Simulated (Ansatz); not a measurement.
# InSb: the cost of one run

Program: Ansatz 0.2.0. Level of theory: DFT r2SCAN, scalar-relativistic, plane waves, PAW. These are calculated values, not measurements.

2 further runs of the same task are left out: 2 set aside as unsound or not needed.

## Step 1: The system as given

The structure is cubic, space group F-43m (No. 216). The conventional cell has a = 6.555 Å, b = 6.555 Å, c = 6.555 Å, α = 90.00°, β = 90.00°, γ = 90.00°. In (site symmetry -43m) is surrounded by 4 Sb at 2.84 Å. Sb (site symmetry -43m) has 4 In at 2.84 Å as nearest neighbours.

Structure file:

```
CELL_PARAMETERS angstrom
0.00000 3.27758 3.27758
3.27758 0.00000 3.27758
3.27758 3.27758 0.00000
ATOMIC_POSITIONS crystal
In 0.00000 0.00000 0.00000
Sb 0.25000 0.25000 0.25000
```

It is the result of an earlier relaxation at this level (volume 35.21 Å³/atom; gap on the mesh: none (metal)).

## Step 2: A stricter relaxation, with the smearing for a metal

Response runs need a geometry at rest under their own mesh and occupations; hence this stricter relaxation.

input.yaml reads:

```yaml
crystal:
  lattice:
    - [0.0, 3.2775773628, 3.2775773628]
    - [3.2775773628, 0.0, 3.2775773628]
    - [3.2775773628, 3.2775773628, 0.0]
  atoms:
    - { symbol: In, position: [0.0, 0.0, 0.0] }
    - { symbol: Sb, position: [0.25, 0.25, 0.25] }
basis:
  ecutwfc: 500
kpoints:
  mp_grid: { grid: [12, 12, 12] }
hamiltonian:
  xc: r2scan
scf:
  occupations: { method: fermi_dirac, width: 0.15 }
output:
  forces: true
  stress: true
  eigenvalues: true
relax:
  adjacent_minimum: "off"
  f_tol: 0.001
  max_steps: 60
  cell: { stress_tol: 0.01 }
```

Run with:

```bash
ansatz run input.yaml --threads 2 --pin off --max-ram 5120MiB --backend cpu --events-out ev --progress --plain --runs-dir out
```

What time and memory should one allow on 2 threads of Intel Xeon Platinum 8375C at 2.90GHz (Ice Lake), shared host?

About 42 s, with a peak of 0.71 GiB.
